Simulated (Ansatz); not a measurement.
Runs of Ansatz 0.2.0 on NaLa. It takes space group P-6m2 (No. 187, hexagonal). Conventional cell: a = 3.700 Å, b = 3.700 Å, c = 6.652 Å, α = 90.00°, β = 90.00°, γ = 120.00°. La (site symmetry -6m2) has 6 La at 3.70 Å and 6 Na at 3.95 Å as nearest neighbours. Na (site symmetry -6m2) is surrounded by 6 Na at 3.70 Å and 6 La at 3.95 Å. The cell comes from a database or a generator and needn't be the stable form of this composition.

```tsv
task	level	potentials or basis	spin	cell	k mesh	cutoff (eV)	smearing	gap on the mesh (eV)	pressure (GPa)
single point	RPBE	all-electron LAPW, scalar-relativistic	off	volume scaled by 1.08	9 × 9 × 4	123	gaussian 0.05 eV	none	-0.3
single point	PBE	all-electron LAPW, scalar-relativistic	off	volume scaled by 1.08	9 × 9 × 4	122	gaussian 0.05 eV	none	-1.2
relaxation of cell and atoms	revPBE+D3(BJ)	all-electron LAPW, relativistic spinors	SOC, no magnetisation	relaxed from: volume scaled by 1.08	7 × 7 × 3	-	methfessel-paxton 0.2 eV	-	0.0
density of states	RPBE+D3(BJ)	all-electron LAPW, scalar-relativistic	off	volume scaled by 1.08	9 × 9 × 4	123	methfessel-paxton 0.1 eV	none	(a)
single point	PBE	all-electron LAPW, scalar-relativistic	off	volume scaled by 1.08	9 × 9 × 4	122	gaussian 0.02 eV	none	-1.2
```

Alike in all rows: basis error allowed 0.001 eV/atom.

Task: Estimate the missing entries.

Result: (a) -10.7.

Caveats: the k mesh is thin for a metal, which can move the energy by tens of meV per atom (some runs); pairwise dispersion overbinds metals, which lowers pressure and volume (some runs).

A k mesh can miss the band edges, and rows without SOC leave out spin-orbit coupling on La.

A gap of «none» marks a metal or a gap under the smearing width.
